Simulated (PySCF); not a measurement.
**C₈H₁₃F: geometry, NMR shifts, electronic excitations and core binding energies**

What NMR shifts, electronic excitations and core binding energies should C₈H₁₃F (`FC[C@H]1CCC12CCC2`) show?

The runs use PySCF 2.14.0, with density-fitted response routines of our own; the level of theory stands in each step. All values are computed, except where a source is named. Atoms are numbered from 0 throughout.

**1. Starting geometry**

22 atoms, charge 0, multiplicity 1; geometry from: GFN2-xTB.

Bonds of the start (Å): F0–C1 1.38, C1–C2 1.52, C2–C3 1.54, C3–C4 1.53, C4–C5 1.54, C5–C6 1.54, C6–C7 1.54, C7–C8 1.54, C5–C2 1.54, C8–C5 1.54, C1–H9 1.10, C1–H10 1.09, C2–H11 1.09, C3–H12 1.09, C3–H13 1.09, C4–H14 1.09, C4–H15 1.09, C6–H16 1.09, C6–H17 1.09, C7–H18 1.09, C7–H19 1.09, C8–H20 1.09, C8–H21 1.09.

**2. Relaxing the molecule at PBE0-D3(BJ)/def2-SVP**

Job settings and geometry (Å):

```
{"job": {"xc": "PBE0", "basis": "def2-SVP", "d3": "d3bj", "grid": 1, "kind": "geom"}, "charge": 0, "multiplicity": 1}
F     -3.015349     1.621127    -0.002065
C     -1.686118     1.420588    -0.299148
C     -1.194070     0.138873     0.344313
C     -1.620277    -1.187082    -0.309868
C     -0.163631    -1.666700    -0.256899
C      0.284739    -0.250549     0.138872
C      1.323240    -0.059252     1.253684
C      2.323584     0.478676     0.220348
C      1.204039     0.510897    -0.831131
H     -1.149687     2.293960     0.088439
H     -1.613297     1.385769    -1.391004
H     -1.448355     0.168880     1.406684
H     -2.341188    -1.777439     0.250209
H     -1.986075    -1.052063    -1.325740
H      0.019108    -2.399538     0.526836
H      0.245413    -2.042386    -1.192518
H      1.620468    -0.968257     1.773579
H      1.019848     0.683739     1.989538
H      3.113517    -0.229975    -0.017529
H      2.773155     1.440304     0.457134
H      1.417326    -0.007831    -1.764013
H      0.863199     1.517644    -1.060571
```

**Question.** This job is followed by: GIAO PBE0/pcSseg-1 NMR shielding, non-relativistic, gas phase; TDDFT wB97X-D/def2-SVPD, vertical, gas phase, core orbitals frozen in the response; GIAO PBE/pcSseg-1 NMR shielding, non-relativistic, gas phase; delta-SCF UKS SCAN, pcX-2 on the ionised atom, pcseg-1 elsewhere, spin-free X2C. What will the session give for the following? point group; rotational constants (main isotopes); ¹³C shifts against TMS (PBE0/pcSseg-1); ¹H shifts against TMS (PBE0/pcSseg-1); ¹⁹F shifts against CFCl3 (PBE0/pcSseg-1); lowest singlet (wB97X-D/def2-SVPD); brightest single state of those computed; lowest triplet; vertical ionisation energy (ΔSCF); C1s binding energies, SCAN/pcX-2; F1s binding energies, SCAN/pcX-2; range of the shift of F0.

As calculated:

| quantity | value |
| --- | --- |
| point group | C1 |
| rotational constants (main isotopes) | 2.84, 1.10, 0.93 GHz |
| ¹³C shifts against TMS (PBE0/pcSseg-1) | 87.1, 42.5, 42.0, 35.3, 34.9, 30.2, 24.7, 18.3 ppm |
| ¹H shifts against TMS (PBE0/pcSseg-1) | 4.55, 4.17, 2.04, 2.00, 1.91, 1.89, 1.85, 1.85, 1.74, 1.57, 1.57, 1.57, 1.53 ppm |
| ¹⁹F shifts against CFCl3 (PBE0/pcSseg-1) | -254.6 ppm |
| lowest singlet (wB97X-D/def2-SVPD) | 8.27 eV (150 nm), f = 0.009 |
| brightest single state of those computed | state 3, 8.60 eV, f = 0.043 |
| lowest triplet | 8.15 eV |
| vertical ionisation energy (ΔSCF) | 9.96 eV |
| C1s binding energies, SCAN/pcX-2 | C1 292.72, C7 290.48, C8 290.39, C5 290.37, C2 290.36, C3 290.35, C6 290.31, C4 290.31 eV |
| F1s binding energies, SCAN/pcX-2 | F0 692.09 eV |
| range of the shift of F0 | -274.5 to -254.6 ppm |

In words: The optimisation took 12 steps and gained 0.123 eV; among the close pairs (by a distance rule), C8–H21 changed most, from 1.087 to 1.102 Å. No frequency check was run at this level, so the end point may be a saddle. At PBE0/pcSseg-1: The largest span, 86 ppm, is at C1, where the paramagnetic term is -147 ppm. The lowest singlet, at 8.27 eV, is HOMO→LUMO 0.88 and is weak; of the 10 states computed, the strongest absorption comes from states 3 to 4 together at 8.60 eV. The lowest triplet lies 0.12 eV below the lowest singlet (triplets in Tamm-Dancoff, singlets in full TDDFT). ΔSCF puts the ionisation energy at 9.96 eV, 0.05 eV above −ε(HOMO). The C1s levels kept as sound span 2.41 eV, from C4 (sp3 CH2 in a ring) up to C1 (sp3 CH2 bonded to F). Across the 2 runs the shift of F0 moves most, between -274.5 (PBE/pcSseg-1) and -254.6 ppm (PBE0/pcSseg-1).
